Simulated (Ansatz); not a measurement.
The system is CsLi2.

```
CELL_PARAMETERS angstrom
3.96633 0.00000 0.00000
-1.98317 3.43495 0.00000
0.00000 0.00000 10.02838
ATOMIC_POSITIONS crystal
Cs 0.00000 0.00000 0.00000
Li 0.33333 0.66667 0.34863
Li 0.33333 0.66667 0.65137
```

The cell was built by a generator and needn't be a form met in nature.

| Item | Value |
| --- | --- |
| Program | Ansatz 0.2.0 |
| Task | relaxation of cell and atoms |
| Functional | revPBE |
| Potentials or basis | Ansatz PAW |
| Cutoff | 420 eV (not typed: the program's choice for these potentials) |
| k mesh | 8 × 8 × 3 |
| Occupations | fermi-dirac, width 0.05 eV |
| Spin | no spin polarisation |

At the start: volume 45.54 Å³/atom.

Question: Where does the relaxation end?

Answer: It ends after 5 steps and the volume is 49.80 Å³/atom (+9.4 %); space group P-6m2 (No. 187, to 0.05 Å).

The path:
```csv
step,energy change (eV),largest force (eV/Å),volume (Å³)
1,0.0000,0.0169,136.63
2,-0.0053,0.0080,139.15
3,-0.0142,0.0111,148.11
4,-0.0144,0.0096,149.41
5,-0.0145,0.0096,149.41
```

Final structure:
```cif
data_structure
_symmetry_space_group_name_H-M 'P 1'
_symmetry_Int_Tables_number 1
_cell_length_a 4.1265
_cell_length_b 4.1265
_cell_length_c 10.1322
_cell_angle_alpha 90.000
_cell_angle_beta 90.000
_cell_angle_gamma 120.000
_cell_volume 149.41
loop_
_atom_site_label
_atom_site_type_symbol
_atom_site_fract_x
_atom_site_fract_y
_atom_site_fract_z
_atom_site_occupancy
Cs1 Cs 0.00000 0.00000 0.00000 1
Li1 Li 0.33333 0.66667 0.35013 1
Li2 Li 0.33333 0.66667 0.64987 1
```

Caveat: the plane-wave basis is chosen anew once the cell has moved, so the energies of steps on either side of that aren't comparable; the PAW data sets come from PBE, with cores solved anew for the run's functional, which leaves a small shift of forces and pressure.
